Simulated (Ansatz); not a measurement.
Sc-Ta mixtures: a scan of ordered alloys across composition, run with Ansatz's Python interface.

Script `alloy_sc.py`:
```python
"""Ordered Sc-Ta cells across composition, after relaxing atoms and volume at fixed cell shape."""

from collections import Counter

import ansatz as az
import numpy as np
import pandas as pd

XC = "r2SCAN"
ECUT = 500
K_SPACING = 0.26
SMEARING = "fermi_dirac"
WIDTH_EV = 0.1


def fcc(a_site, a):
    return (
        az.Lattice.fcc(a)
        .space_group(225)
        .atom(a_site, [0, 0, 0])
        .primitive()
    )

A_FIRST, A_LAST = 4.64, 4.16


def compute(name, crystal):
    calc = (
        crystal.calculation()
        .functional(XC)
        .basis(ECUT)
        .accuracy("low")
        .mixing("anderson", preconditioner="resta")
        .kpoints(spacing=K_SPACING)  # sampling of the Brillouin zone
        .occupations(SMEARING, width=WIDTH_EV)
        .band_table()
    )
    calc = calc.relax(force_tolerance=0.03, max_steps=40, fix_cell=["shape"])
    return calc.run(threads=1, backend="cpu")


def volume_per_atom(outcome):
    return abs(np.linalg.det(outcome.lattice.cell_ang)) / len(outcome.lattice.sites)


def counts(outcome):
    return Counter(site.symbol for site in outcome.lattice.sites)

# swap the mixed sites of the conventional cell one by one
phases = {}
for k in range(4 + 1):
    a = A_FIRST + (A_LAST - A_FIRST) * k / 4
    cell = fcc("Sc", a).conventional().resolved()
    sites = [site.position for site in cell.sites if site.symbol == "Sc"]
    for position in sites[:k]:
        cell = cell.substitution("Ta", at=position, replaces="Sc")
    phases[f"Sc{4 - k}Ta{k}"] = cell.resolved()

done = {name: compute(name, crystal) for name, crystal in phases.items()}

# mixing quantities against the straight line between the end members, both on this lattice
x = {name: counts(o)["Ta"] / (counts(o)["Sc"] + counts(o)["Ta"]) for name, o in done.items()}
first, last = min(x, key=x.get), max(x, key=x.get)
energy = {name: o.report["energy_sigma0_ev"] / len(o.lattice.sites) for name, o in done.items()}
volume = {name: volume_per_atom(o) for name, o in done.items()}
rows = []
for name in sorted(done, key=x.get):
    line = lambda table: (1 - x[name]) * table[first] + x[name] * table[last]
    rows.append((name, x[name], 1000 * (energy[name] - line(energy)), volume[name], 100 * (volume[name] / line(volume) - 1)))
print(pd.DataFrame(rows, columns=["cell", "x(Ta)", "E_mix (meV/atom)", "V (A^3/atom)", "excess V (%)"]).round(4).to_string(index=False))
# a fit of these few cells to Omega x(1 - x); small periodic cells, not a random solution
shape = np.array([row[1] * (1 - row[1]) for row in rows])
print("Omega =", round(float(shape @ [row[2] for row in rows] / (shape @ shape)), 1), "meV/atom")
```

Do these ordered cells favour mixing or separation, and does the volume follow a straight line between the end members?

Mixing energies: +97 meV an atom at x(Ta) = 0.25 (volume -6.2 % off the straight line), +125 meV an atom at x(Ta) = 0.50 (volume -7.0 % off the straight line) and +89 meV an atom at x(Ta) = 0.75 (volume -4.9 % off the straight line). All are positive, so the end members on this lattice are favoured over these cells.

What the script printed:

Running `python alloy_sc.py` prints:
```text
  cell  x(Ta)  E_mix (meV/atom)  V (A^3/atom)  excess V (%)
Sc4Ta0   0.00            0.0000       25.1555        0.0000
Sc3Ta1   0.25           96.7037       22.0664       -6.2153
Sc2Ta2   0.50          125.0773       20.3589       -7.0456
Sc1Ta3   0.75           88.6000       19.2871       -4.8736
Sc0Ta4   1.00            0.0000       18.6484        0.0000
Omega = 497.0 meV/atom
```

Caveats:
- These settings explore the input space; cutoff and mesh may be short of convergence.
- No spin polarisation was allowed.
- For the metals among these phases the mesh is modest: differences between phases can be off by up to 40 meV an atom.
- Atoms and volume are relaxed with the cell's shape held, which in cells of lower than cubic symmetry can hide stresses and shift volumes.
- Spin-orbit coupling, which matters for elements this heavy, is left out.
- These are small ordered cells, with both end members on the same lattice, which need not be their own; they aren't random solutions. Differences under about 40 meV an atom lie within the error of mesh and functional.
- The cells are prototypes set up for this calculation and needn't exist.
- Hardware and time: 3 min on 1 thread of Arm Neoverse V2, on a shared host, peak memory 0.65 GiB.
